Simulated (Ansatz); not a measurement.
# SrTl: how the settings move a single-point run

Question: which choices in the input matter for SrTl?

Method: reference: DFT, LDA, all-electron PAW with datasets made for the crystal, scalar-relativistic, in Ansatz 0.2.0.

1 further run of the same task is left out (it didn't finish).

**1. Starting point**

The structure is cubic, space group Pm-3m (No. 221). Conventional cell: a = 4.063 Å, b = 4.063 Å, c = 4.063 Å, α = 90.00°, β = 90.00°, γ = 90.00°. Around Sr (site symmetry m-3m) lie 8 Tl at 3.52 Å. Tl (site symmetry m-3m) is surrounded by 8 Sr at 3.52 Å.

Structure file:

```cif
data_structure
_symmetry_space_group_name_H-M 'Pm-3m'
_symmetry_Int_Tables_number 221
_cell_length_a 4.0629
_cell_length_b 4.0629
_cell_length_c 4.0629
_cell_angle_alpha 90.000
_cell_angle_beta 90.000
_cell_angle_gamma 90.000
_cell_volume 67.06
loop_
_atom_site_label
_atom_site_type_symbol
_atom_site_symmetry_multiplicity
_atom_site_Wyckoff_symbol
_atom_site_fract_x
_atom_site_fract_y
_atom_site_fract_z
_atom_site_occupancy
Sr1 Sr 1 a 0.00000 0.00000 0.00000 1
Tl1 Tl 1 b 0.50000 0.50000 0.50000 1
```

**2. Reference**

Contents of input.yaml:

```yaml
crystal:
  lattice:
    - [4.06285299, 0.0, 0.0]
    - [0.0, 4.06285299, 0.0]
    - [0.0, 0.0, 4.06285299]
  atoms:
    - { symbol: Sr, position: [0.0, 0.0, 0.0] }
    - { symbol: Tl, position: [0.5, 0.5, 0.5] }
kpoints:
  mp_grid: { grid: [9, 9, 9] }
scf:
  occupations: { method: fermi_dirac, width: 0.05 }
hamiltonian:
  xc: lda
  pseudopotentials: { kind: all_electron, datasets: crystal }
output:
  forces: true
  stress: true
  eigenvalues: true
  efg: { contact_densities: true }
```

Started as:

```bash
> ansatz run input.yaml --threads 1 --pin off --max-ram 2048MiB --backend cpu --events-out ev --progress --plain --runs-dir out
```

**3. Changing settings: occupations.method tetrahedron, mixing.algorithm anderson, mixing.beta 0.3, width left out**

Edit input.yaml of step 2 so:

```diff
@@ -11,3 +11,4 @@
 scf:
-  occupations: { method: fermi_dirac, width: 0.05 }
+  occupations: { method: tetrahedron }
+  mixing: { algorithm: anderson, beta: 0.3 }
 hamiltonian:
```

Before running it: what results should come out? Wanted: for each run, ending; energy change; pressure; gap; force.

**Answer**, as computed:

| run | ending | energy change | pressure (GPa) | gap (eV) | force (eV/Å) | cycles | time |
| --- | --- | --- | --- | --- | --- | --- | --- |
| reference | converged | 0 | -2.3 | 0.00 | 0.00 | 9 | 4.5 s |
| 1: occupations.method tetrahedron, mixing.algorithm anderson, mixing.beta 0.3, width left out | converged | +0.9 meV/atom (σ→0) | -2.4 | 0.00 | 0.00 | 12 | 4.9 s |

Residual by cycle in the longest SCF loop of each run; runs are numbered as in the table. The quantity is the density residual dr2, in eV.

| cycle | reference | run 1 |
| --- | --- | --- |
| 1 | 0.349 | 0.351 |
| 2 | 0.123 | 0.201 |
| 3 | 0.00426 | 0.00865 |
| 4 | 0.00146 | 0.00232 |
| 5 | 6.7e-5 | 0.00124 |
| 6 | 1.3e-5 | 6.0e-4 |
| 7 | 2.3e-6 | 2.2e-4 |
| 8 | 1.2e-7 | 1.5e-4 |
| 9 | 3.5e-9 | 8.3e-6 |
| 10 | - | 6.0e-7 |
| 11 | - | 2.2e-7 |
| 12 | - | 7.7e-9 |

**Reading.** Changing the smearing and mixing moves the energy by +0.9 meV/atom (σ→0 values). Cost: 12 SCF cycles against 9.
